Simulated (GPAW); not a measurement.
Runs of GPAW 26.7.0 on TmGa3Hg3As2N4. The typed cell holds 13 atoms: a = 3.363 Å, b = 8.241 Å, c = 9.982 Å, α = 105.61°, β = 91.80°, γ = 90.18°. The cell was built by a generator and needn't be a form met in nature.

```csv
task,level,potentials or basis,k mesh,band path,band points,pressure (GPa),moment (μB),largest force (eV/Å)
band structure,PBE,"GPAW PAW data sets (gpaw-data 1.2.1), pw",6 × 3 × 2,"XGY,LGZ,NGM,RG",60,(c),1.74,0.95
band structure,r2SCAN,"GPAW PAW data sets (gpaw-data 1.2.1), pw",6 × 3 × 2,"XGY,LGZ,NGM,RG",60,-0.7,1.75,0.76
single point,PBE,"GPAW PAW data sets (gpaw-data 1.2.1), pw",8 × 4 × 3,-,-,(d),1.80,(b)
band structure,LDA,"the program's PAW data sets (release 1.2.1) made for this functional, pw",6 × 3 × 2,"XGY,LGZ,NGM,RG",60,(a),1.73,0.48
```

Alike in all rows: spin collinear, ferromagnetic start; cell as given; cutoff (eV) 800; smearing fermi-dirac 0.05 eV.

Problem. Fill in the values left out.

Solution. (a) -4.0; (b) 0.92; (c) 2.4; (d) 2.3.

Caveats: one-centre terms of the f shell are cut off; the magnetic or orbital state may not be the lowest; the PAW data sets were made with another functional, which shifts forces and pressure a little (some runs).

Not every run made on this cell is shown here.
